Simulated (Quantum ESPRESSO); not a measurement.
Crystal: TaWC2.

```xyz
4
Lattice="1.5719 0.9075 5.1016 -1.5719 0.9075 5.1016 0.0000 -1.8150 5.1016" Properties=species:S:1:pos:R:3 pbc="T T T"
W     0.0000    0.0000    0.0000
Ta    0.0000    0.0000    7.6524
C     0.0000    0.0000    3.8405
C     0.0000    0.0000   11.4644
```

The cell comes from a database or a generator and needn't be the stable form of this composition.

| Quantity | Value |
| --- | --- |
| Program | Quantum ESPRESSO 7.5 |
| Task | single point |
| Functional | PBEsol |
| Potentials or basis | GBRV 1.5 PBEsol |
| Cutoff | 762 eV |
| Density cutoff | 6095 eV |
| k mesh | 10 × 10 × 10 |
| Occupations | fermi-dirac, width 0.05 eV |
| Spin | no spin polarisation |

On this cell: pressure -10.5 GPa; largest force 0.059 eV/Å; band gap on the k mesh none (metal or under the smearing width).

The same run follows on a disturbed copy (atoms moved at random, drawn with an rms of 0.05 Å):

```
W Ta C
1.0
     1.57186    0.90751    5.10162
    -1.57186    0.90751    5.10162
     0.00000   -1.81502    5.10162
W Ta C
1 1 2
Cartesian
  0.0148 -0.0411 -0.0006
  0.0455 0.0298 7.6277
  0.0198 0.0033 3.8309
  -0.0271 -0.0257 11.4327
```

What changes?

The energy (extrapolated to zero smearing) moves by +6.9 meV/atom; pressure -9.9 GPa; largest force 0.772 eV/Å; band gap on the k mesh none (metal or under the smearing width).

Forces in eV/Å, atoms in the order of the input:
```
W   -0.293 -0.014 -0.137
Ta  -0.335 -0.128  0.058
C   -0.058 -0.155 -0.107
C    0.687  0.298  0.186
```

Stress tensor (GPa, compression positive):
```
-10.11   0.22   0.15
  0.22 -10.00  -0.15
  0.15  -0.15  -9.67
```
